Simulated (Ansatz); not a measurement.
# AsH₂Se (quartet): wave-function methods side by side at distance As1–Se2 = 3.286 Å, cc-pVDZ

Aim: climb from Hartree-Fock through coupled cluster and multireference methods for AsH₂Se (quartet) at one geometry and basis, and see what each rung misses.

Computed with Ansatz 0.2.0, Gaussian basis. Level: cc-pVDZ, core rule «outside noble gas», up to 28 orbitals frozen.

Plan: UHF; CCSD(T) on ROHF; CCSD(T) on UHF; BCCD(T) on ROHF; CISD; CCSDT(Q) on ROHF; CCSDT(Q) on UHF; CASSCF and MRCISD+Q, 5 electrons in 5 orbitals; CASSCF and NEVPT2, 5 electrons in 5 orbitals; CASSCF and MRCISD+Q, 13 electrons in 10 orbitals; CASSCF and NEVPT4(SD), 13 electrons in 10 orbitals; CASSCF and NEVPT2, 13 electrons in 10 orbitals.

30 further runs of the same task are left out: 27 that didn't finish, 3 set aside as unsound or not needed.

### Step 1. The system

The geometry derives from a PBE0/def2-TZVP stationary point (not a proven minimum). One bond is set to the value named and the two fragments are kept rigid. No spin-orbit coupling is included. The filled d shell of As, Se may be among the frozen orbitals whatever the setting's name suggests; the logs give the count.

4 atoms, charge 0, spin multiplicity 4.

Atoms are counted from 1 here; the program's logs count them from 0.

Bond lengths: As1–H3 1.517 Å, As1–H4 1.551 Å. Angles: H3–As1–H4 94.7°.

### Step 2. UHF

Input file in.yaml:

```yaml
crystal:
  periodic: [false, false, false]
  atoms:
    - {symbol: As, position_ang: [0.000120, -0.333627, 0.415102]}
    - {symbol: Se, position_ang: [0.000089, -0.295148, -2.870673]}
    - {symbol: H, position_ang: [0.000053, 1.180466, 0.505156]}
    - {symbol: H, position_ang: [-0.000261, -0.551692, 1.950416]}
basis:
  gaussian: {orbitals: cc-pVDZ}
magnetization: {spin_polarized: true, initial_magnetization: 3}
hamiltonian: {xc: hf}
output: {orbitals: {seedname: orbitals}}
```

Launch:

```
ansatz run in.yaml --threads 1 --pin off --events-out ev --progress --plain --max-ram 2393MiB
```

After this run come: CCSD(T) on ROHF; CCSD(T) on UHF; BCCD(T) on ROHF; CISD; CCSDT(Q) on ROHF; CCSDT(Q) on UHF; CASSCF and MRCISD+Q, 5 electrons in 5 orbitals; CASSCF and NEVPT2, 5 electrons in 5 orbitals; CASSCF and MRCISD+Q, 13 electrons in 10 orbitals; CASSCF and NEVPT4(SD), 13 electrons in 10 orbitals; CASSCF and NEVPT2, 13 electrons in 10 orbitals.

Q: Predict the results of all the runs planned. Wanted: UCCSDT(Q) below the RHF energy; RMP2 from UCCSDT(Q); UMP2 from UCCSDT(Q); RCCSD from UCCSDT(Q); RCCSD(T) from UCCSDT(Q); UCCSD(T) from UCCSDT(Q); RCCSDT(Q) from UCCSDT(Q); NEVPT2 pair from UCCSDT(Q); MRCISD+Q pair from UCCSDT(Q).

As calculated:

| quantity | value |
| --- | --- |
| UCCSDT(Q) below the RHF energy | -6.1441 eV |
| RMP2 from UCCSDT(Q) | +1187.5 meV |
| UMP2 from UCCSDT(Q) | +1207.7 meV |
| RCCSD from UCCSDT(Q) | +148.3 meV |
| RCCSD(T) from UCCSDT(Q) | +39.6 meV |
| UCCSD(T) from UCCSDT(Q) | +29.2 meV |
| RCCSDT(Q) from UCCSDT(Q) | +10.2 meV |
| NEVPT2 pair from UCCSDT(Q) | +1139.8 meV |
| MRCISD+Q pair from UCCSDT(Q) | +29.7 meV |
| NEVPT2 valence from UCCSDT(Q) | +1212.7 meV |
| levels within 1 kcal/mol (43 meV) | RCCSD(T), UCCSD(T), BCCD(T), RCCSDT, UCCSDT, RCCSDT(Q), MRCISD+Q pair, MRCISD+Q valence |
| T1 diagnostic | 0.017 |
| effectively unpaired electrons | 3.02 |

**Reading.** RCCSD(T) misses by +39.6 meV, 0.6 % of the correlation energy. One determinant dominates. Of the multireference levels listed MRCISD+Q valence comes nearest in total energy (+11.1 meV), which doesn't show that its space is the better one. These misses are within one basis, not against nature; the frozen cores of restricted and unrestricted runs differ, which can shift their rows.
